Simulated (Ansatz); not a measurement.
**BH2I: one species, many methods**

An exercise on one series of results from a longer session: the logs are not shown, and one member is left open.

The runs use Ansatz 0.2.0, Gaussian basis; functionals in def2-TZVPP, the program's frozen cores in correlated methods.

Levels to be run: LDA (SPW92), PBE-D4, revPBE-D4, BLYP-D4, r2SCAN-D4, B97M-V, PBE0-D4, B3LYP-D4, r2SCANh-D4, r2SCAN0-D4, HSE06-D4, BHLYP-D4, CAM-B3LYP-D4, LC-ωPBE, ωB97X-V, ωB97M-V, B2PLYP, PBE-QIDH; CCSD(T)/def2-SVP; CCSD(T)/def2-TZVPP; CCSD(T)/def2-QZVPP; extrapolation to the limit; RPA on PBE.

### The geometry

The geometry comes from an earlier relaxation with PBE0-D4 in a triple-zeta def2 set; it is a stationary point. I takes the def2 core potential; no spin-orbit term is included.

4 atoms, charge 0, spin multiplicity 1.

Atoms are counted from 1 here; the program's logs count them from 0.

Bond lengths: B1–I2 2.099 Å, B1–H3 1.188 Å, B1–H4 1.188 Å. Angles: I2–B1–H3 117.7°, I2–B1–H4 117.7°, H3–B1–H4 124.5°.

Set-up of the first run:

The input, in.yaml:

```yaml
crystal:
  periodic: [false, false, false]
  atoms:
    - {symbol: B, position_ang: [-0.199309, 0.033806, -0.122535]}
    - {symbol: I, position_ang: [1.603091, -0.379509, 0.870489]}
    - {symbol: H, position_ang: [-1.138278, -0.648932, 0.128817]}
    - {symbol: H, position_ang: [-0.210003, 0.934334, -0.897071]}
basis:
  gaussian: {orbitals: def2-TZVPP}
hamiltonian: {xc: lda}
output: {orbitals: {seedname: orbitals}}
```

Run with:

```
$ ansatz run in.yaml --threads 4 --pin off --events-out ev --progress --plain --max-ram 10444MiB
```

Steps of the session up to this table: LDA; PBE-D4 (GGA); revPBE-D4 (GGA); BLYP-D4 (GGA); r2SCAN-D4 (meta-GGA); B97M-V (meta-GGA); PBE0-D4 (hybrid); B3LYP-D4 (hybrid); r2SCANh-D4 (hybrid); r2SCAN0-D4 (hybrid); HSE06-D4 (hybrid); BHLYP-D4 (hybrid); CAM-B3LYP-D4 (range-separated); LC-ωPBE (range-separated); ωB97X-V (range-separated); ωB97M-V (range-separated); B2PLYP (double hybrid); PBE-QIDH (double hybrid).

One table of the session follows, with a row left open; its other results are not shown here.

It belongs to the step «Frontier levels by functional». 

| functional | HOMO (eV) | LUMO (eV) | gap (eV) |
| --- | --- | --- | --- |
| LDA (SPW92) | -6.58 | -3.40 | 3.18 |
| PBE-D4 | -6.45 | -3.14 | 3.31 |
| revPBE-D4 | -6.41 | -3.04 | 3.37 |
| BLYP-D4 | -6.28 | -2.96 | 3.32 |
| r2SCAN-D4 | -6.70 | -2.82 | 3.88 |
| B97M-V | -6.72 | -2.84 | 3.88 |
| PBE0-D4 | -7.57 | -2.21 | 5.36 |
| B3LYP-D4 | -7.33 | -2.39 | 4.95 |
| r2SCANh-D4 | -7.12 | -2.50 | 4.62 |
| r2SCAN0-D4 | ? | ? | ? |
| HSE06-D4 | -7.18 | -2.59 | 4.59 |
| BHLYP-D4 | -8.53 | -1.17 | 7.36 |
| CAM-B3LYP-D4 | -8.82 | -1.10 | 7.72 |
| LC-ωPBE | -10.16 | 0.02 | 10.18 |
| ωB97X-V | -9.82 | -0.04 | 9.78 |
| ωB97M-V | -9.71 | -0.26 | 9.45 |

Estimate the missing values for r2SCAN0-D4.

Worked estimate for «HOMO (eV)». Against the share of exact exchange, r2SCAN-D4 (0, -6.70), r2SCANh-D4 (0.1, -7.12) give a slope of -4.20 per unit share; at 0.25 the line stands at -7.75.

The run gave: HOMO (eV): -7.74; LUMO (eV): -2.02; gap (eV): 5.72. In «HOMO (eV)» the line misses by -0.01.
